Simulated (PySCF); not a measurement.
# Pt⁺: excitation energies in aug-cc-pwCVDZ-PP with ECP60

Wanted: the excitation energy of platinum, up a ladder of methods.

The numbers are computed with PySCF 2.14.0 (unrestricted determinants in a Gaussian basis, no spin-orbit coupling in the energies), except any that are marked as measured or tabulated.

## 1. The atom as given

| Item | Value |
| --- | --- |
| Element | platinum (Z = 78) |
| Basis | aug-cc-pwCVDZ-PP with ECP60MDF |
| Hamiltonian | a scalar-relativistic core potential |
| State 1 | Pt⁺: [Xe] 4f14 5d8 6p1, one real determinant (an excited configuration) |
| State 2 | Pt⁺: [Xe] 4f14 5d8 6s1, high-spin 4F determinant (an excited configuration) |
| Needed too, but not shown | Pt⁺ [Xe] 4f14 5d9 (2D) |
| Methods | CCSD(T) |
| Core shells frozen in the correlated runs | valence: 5s2 5p6 (for Pt⁺) |

Outer shells as boxes (Hund's rule):

Pt+ [Xe] 4f14 5d8 6p1
```
[Xe] core
4f [↑↓][↑↓][↑↓][↑↓][↑↓][↑↓][↑↓]
5d [↑↓][↑↓][↑↓][↑ ][↑ ]
6p [↑ ][  ][  ]
```

Pt+ [Xe] 4f14 5d8 6s1
```
[Xe] core
4f [↑↓][↑↓][↑↓][↑↓][↑↓][↑↓][↑↓]
5d [↑↓][↑↓][↑↓][↑ ][↑ ]
6s [↑ ]
```

One driver process ran all states and methods and kept the integrals in memory. Each run is shown as a PySCF script that sums up its settings (the driver passes frozen orbitals as a list and adds second-order terms of double hybrids); the logs are those of the runs themselves. The driver starts from symmetry-adapted Hartree-Fock orbitals, holds the occupation by maximum overlap and uses a logarithmic radial grid for functionals, so a plain start would take other cycles.

The integrals over 70 functions and the set-up took 0.94 s of CPU time.

## 2. Pt⁺ [Xe] 4f14 5d8 6p1, at CCSD(T) (valence)

Level: CCSD(T) (valence).

Input file input.py:

```python
from pyscf import gto, scf, dft, mp, cc
import basis_set_exchange as bse
txt = bse.get_basis("aug-cc-pwCVDZ-PP", elements=["Pt"], fmt="nwchem", header=False)
cut = txt.index("\nECP")
mol = gto.M(atom="Pt 0 0 0", charge=1, spin=3, symmetry="D2h",
            basis=gto.basis.parse(txt[:cut]),
            ecp={"Pt": gto.basis.parse_ecp(txt[cut:])})
mf = scf.UHF(mol)
mf.irrep_nelec = {'Ag': (3, 1), 'B1g': (1, 1), 'B2g': (1, 1), 'B3g': (1, 1), 'B1u': (1, 1), 'B2u': (2, 1), 'B3u': (1, 1)}
mf.kernel()
mycc = cc.CCSD(mf, frozen=4).run()
mycc.ccsd_t()
```

## 3. Pt⁺ [Xe] 4f14 5d8 6s1: CCSD(T) (valence)

Level: CCSD(T) (valence).

input.py, as its differences from that of step 2:

```diff
@@ -8,3 +8,3 @@
 mf = scf.UHF(mol)
-mf.irrep_nelec = {'Ag': (3, 1), 'B1g': (1, 1), 'B2g': (1, 1), 'B3g': (1, 1), 'B1u': (1, 1), 'B2u': (2, 1), 'B3u': (1, 1)}
+mf.irrep_nelec = {'Ag': (4, 1), 'B1g': (1, 1), 'B2g': (1, 1), 'B3g': (1, 1), 'B1u': (1, 1), 'B2u': (1, 1), 'B3u': (1, 1)}
 mf.kernel()
```

**Question.** What will these runs give?

As calculated:

```
                                  quantity                                  value
excitation energy, Pt⁺ → [Xe] 4f14 5d8 6p1  UHF 6.524, CCSD(T) (valence) 7.301 eV
excitation energy, Pt⁺ → [Xe] 4f14 5d8 6s1  UHF 0.245, CCSD(T) (valence) 0.758 eV
```

Accuracy by level (over 2 differences):

| method | mean absolute miss against CCSD(T) (valence) (eV) |
| --- | --- |
| UHF | 0.645 |
| MP2 (valence) | 0.133 |
| SCS-MP2 (valence) | 0.244 |
| CCSD (valence) | 0.037 |
| CCSD(T) (valence) | 0.000 |

What this shows: For the first difference the methods span 1.088 eV, from UHF (6.524) to SCS-MP2 (valence) (7.612). No reference value is at hand in this session. All values hold for this basis alone; no basis-set limit was taken.
